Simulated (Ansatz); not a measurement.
# C2H7BN2Si: up Jacob's ladder to CCSD(T)

The task here is to estimate one member of a computed series from the others.

Computed with Ansatz 0.2.0, Gaussian basis. Level: functionals in def2-TZVPP, the program's frozen cores in correlated methods.

Plan: PBE-D4, r2SCAN-D4, PBE0-D4, B3LYP-D4, ωB97X-V, ωB97M-V, B2PLYP; CCSD(T)/def2-TZVPP; MP2/def2-QZVPP; extrapolation to the limit.

## The geometry

All runs share one geometry, relaxed beforehand with PBE0-D4 in a triple-zeta def2 set.

SMILES `N=C=CNB[SiH3]`, 13 atoms, charge 0, spin multiplicity 1.

Atoms are counted from 1 here; the program's logs count them from 0.

Bond lengths: N1–C2 1.222 Å, N1–H7 1.021 Å, C2–C3 1.312 Å, C3–N4 1.404 Å, C3–H8 1.082 Å, N4–B5 1.392 Å, N4–H9 1.010 Å, B5–Si6 2.010 Å, B5–H10 1.199 Å, Si6–H11 1.491 Å, Si6–H12 1.491 Å, Si6–H13 1.495 Å. Angles: C2–N1–H7 115.4°, N1–C2–C3 173.0°, C2–C3–N4 124.4°, C2–C3–H8 119.1°, N4–C3–H8 116.5°, C3–N4–B5 126.2°, C3–N4–H9 114.0°, B5–N4–H9 119.8°, N4–B5–Si6 119.9°, N4–B5–H10 117.0°, Si6–B5–H10 123.1°, B5–Si6–H11 111.6°, B5–Si6–H12 111.7°, B5–Si6–H13 111.3°, H11–Si6–H12 107.1°, H11–Si6–H13 107.5°, H12–Si6–H13 107.5°.

Set-up of the first run:

in.yaml reads:

```yaml
crystal:
  periodic: [false, false, false]
  atoms:
    - {symbol: N, position_ang: [-0.321386, -3.677357, 0.735991]}
    - {symbol: C, position_ang: [0.150753, -2.551154, 0.706099]}
    - {symbol: C, position_ang: [0.714387, -1.379868, 0.529903]}
    - {symbol: N, position_ang: [0.055257, -0.250536, 0.018708]}
    - {symbol: B, position_ang: [0.597094, 1.024002, -0.122938]}
    - {symbol: Si, position_ang: [-0.516502, 2.505716, -0.900148]}
    - {symbol: H, position_ang: [-0.784463, -3.934507, 1.608870]}
    - {symbol: H, position_ang: [1.750548, -1.246648, 0.812641]}
    - {symbol: H, position_ang: [-0.894506, -0.427742, -0.274957]}
    - {symbol: H, position_ang: [1.731355, 1.176466, 0.235457]}
    - {symbol: H, position_ang: [-0.663315, 3.640836, 0.055485]}
    - {symbol: H, position_ang: [0.092022, 3.057112, -2.144557]}
    - {symbol: H, position_ang: [-1.890543, 2.028981, -1.245853]}
basis:
  gaussian: {orbitals: def2-TZVPP}
hamiltonian: {xc: pbe, dispersion: d4}
output: {forces: true, orbitals: {seedname: orbitals}}
```

Started as:

```
ansatz run in.yaml --threads 4 --pin off --events-out ev --progress --plain --max-ram 10444MiB
```

Among the steps run: PBE-D4 (GGA); r2SCAN-D4 (meta-GGA); PBE0-D4 (hybrid); B3LYP-D4 (hybrid); ωB97X-V (range-separated); ωB97M-V (range-separated); B2PLYP (double hybrid); CCSD(T) in def2-TZVPP; MP2 in def2-QZVPP.

One of the session's tables, all rows but one given; the rest of the session is left out.

```
            method  atomisation energy (kcal/mol)
            PBE-D4                         1205.8
         r2SCAN-D4                         1171.8
           PBE0-D4                         1176.5
          B3LYP-D4                              ?
           ωB97X-V                         1172.8
           ωB97M-V                         1172.8
            B2PLYP                         1159.3
     HF/def2-TZVPP                          820.8
    MP2/def2-TZVPP                         1146.3
   CCSD/def2-TZVPP                         1107.3
CCSD(T)/def2-TZVPP                         1128.4
           MP2/CBS                         1179.1
       CCSD(T)/CBS                         1161.2
```

**Question.** Estimate the row for B3LYP-D4.

The run gave: atomisation energy (kcal/mol): 1177.5. In the column «atomisation energy (kcal/mol)» it lies between PBE0-D4 (1176.5) and MP2/CBS (1179.1).
